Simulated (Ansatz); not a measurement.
# MnCH2 (sextet): the correlation ladder at distance Mn1–C2 = 3.146 Å, def2-SVP

The task here is to estimate one member of a computed series from the others.

Method: def2-SVP, core rule «outside noble gas», up to 10 orbitals frozen; program: Ansatz 0.2.0, Gaussian basis.

Plan: UHF; CCSD(T) on ROHF; CCSD(T) on UHF; CISD; CCSDT(Q) on ROHF; CCSDT(Q) on UHF; CASSCF and MRCISD+Q, 7 electrons in 7 orbitals; CASSCF and NEVPT2, 7 electrons in 7 orbitals.

19 further runs of the same task are left out: 2 for a mislabelled method, 1 for a known fault of the program, 13 that didn't finish, 3 set aside as unsound or not needed.

**The geometry**

The geometry derives from a PBE0/def2-TZVP stationary point (not a proven minimum). One bond is set to the value named and the two fragments are kept rigid.

4 atoms, charge 0, spin multiplicity 6.

Atoms are counted from 1 here; the program's logs count them from 0.

Bond lengths: C2–H3 1.096 Å, C2–H4 1.096 Å. Angles: H3–C2–H4 108.7°.

The first run:

File in.yaml:

```yaml
crystal:
  periodic: [false, false, false]
  atoms:
    - {symbol: Mn, position_ang: [0.000000, 0.000000, 0.658526]}
    - {symbol: C, position_ang: [0.000000, 0.000000, -2.487474]}
    - {symbol: H, position_ang: [0.000000, 0.890458, -3.126080]}
    - {symbol: H, position_ang: [0.000000, -0.890458, -3.126080]}
basis:
  gaussian: {orbitals: def2-SVP}
magnetization: {spin_polarized: true, initial_magnetization: 5}
hamiltonian: {xc: hf}
output: {orbitals: {seedname: orbitals}}
```

The run is started by

```
$ ansatz run in.yaml --threads 1 --pin off --events-out ev --progress --plain --max-ram 2393MiB
```

Among the steps run: UHF; CCSD(T) on ROHF; CCSD(T) on UHF; CISD; CCSDT(Q) on ROHF; CCSDT(Q) on UHF; CASSCF and MRCISD+Q, 7 electrons in 7 orbitals; CASSCF and NEVPT2, 7 electrons in 7 orbitals.

One table of the session follows, with a row left open; its other results are not shown here.

It belongs to the step «Misses and costs». 

| method | from RCCSDT(Q) (meV) |
| --- | --- |
| ROHF | +6289.5 |
| UHF | +5630.9 |
| RMP2 | +1303.6 |
| UMP2 | +924.9 |
| CISD | ? |
| RCCSD | +183.1 |
| UCCSD | -172.8 |
| RCCSD(T) | +42.0 |
| UCCSD(T) | -413.5 |
| RCCSDT | +6.0 |
| UCCSDT | -640.0 |
| RCCSDT(Q) | 0 |
| UCCSDT(Q) | -737.9 |
| CASSCF pair | +5774.3 |
| NEVPT2 pair | +1415.5 |
| MRCISD pair | +568.1 |
| MRCISD+Q pair | +72.4 |

Estimate the missing values for CISD.

The run gave: from RCCSDT(Q) (meV): +722.3. In the column «from RCCSDT(Q) (meV)» it lies between MRCISD pair (+568.1) and UMP2 (+924.9).

The program flags UCCSD(T), UCCSDT(Q) as in doubt (see the logs), so those rows may rest on another solution; read them beside their warnings.

Caveats from the session: The determinant is far from a pure spin state, so its energy mixes those of several spin states (harmless only where they are near-degenerate, as at dissociation). The report flags that the cluster equations may have other roots. The program flags UCCSD(T), UCCSDT(Q) as in doubt, so those rows may rest on another solution; read them beside their warnings. Restricted and unrestricted rows rest on different reference determinants; where their highest levels disagree by more than a few hundredths of an eV, they describe different states and don't form one ladder.
